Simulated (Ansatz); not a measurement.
Run this with Ansatz's Python interface and show what comes out.

`clgeh2o_bend.py`:
```python
"""Energy of ClGeH2O against one bond angle."""

import ansatz as az
from ase import Atoms

atoms = Atoms(["O", "Ge", "Cl", "H", "H"], positions=[
    (-0.9954, -0.3668, -0.7064),
    (0.1763, 0.001, 0.5441),
    (1.6897, -1.5119, 0.4488),
    (-1.6362, 0.4132, -0.614),
    (0.8154, 1.3908, 0.2861),
])

# relax first, so that the scan starts from a minimum
first = az.Crystal.molecule_from_ase(atoms).calculation()
first = first.basis(gaussian="def2-SVP")
first = first.functional("CAM-B3LYP").spin("collinear", total=1)
first = first.relax(force_tolerance=0.02, max_steps=80)
atoms.positions = first.run(threads=1, backend="cpu").report["positions_ang"]

rows = []
for angle in [90, 100, 110, 120, 135, 150, 165, 179]:
    bent = atoms.copy()
    bent.set_angle(1, 0, 3, angle, indices=[3])
    calc = (
        az.Crystal.molecule_from_ase(bent).calculation()
        .basis(gaussian="def2-SVP")  # the orbital basis, by name
        .functional("CAM-B3LYP")
        .spin("collinear", total=1)
    )
    rows.append((angle, calc.run(threads=1, backend="cpu").report["free_energy_ev"]))
floor = min(e for _, e in rows)
for angle, e in rows:
    print(f"angle Ge1-O0-H3 = {angle:3d} deg   {1000 * (e - floor):9.1f} meV")
```

```console
$ python clgeh2o_bend.py
angle Ge1-O0-H3 =  90 deg       249.2 meV
angle Ge1-O0-H3 = 100 deg        71.5 meV
angle Ge1-O0-H3 = 110 deg         0.0 meV
angle Ge1-O0-H3 = 120 deg         6.2 meV
angle Ge1-O0-H3 = 135 deg       108.2 meV
angle Ge1-O0-H3 = 150 deg       254.1 meV
angle Ge1-O0-H3 = 165 deg       375.1 meV
angle Ge1-O0-H3 = 179 deg       419.2 meV
```

Notes:
- The scan is rigid, and the energies are electronic, in a modest basis. The zero is the lowest point of the grid, which needn't be the minimum.
- The run takes the species as open-shell (spin multiplicity 2), which needn't be its ground state.
- Hardware and time: 64 s on 1 thread of Arm Neoverse V2, on a shared host, peak memory 0.3 GiB.
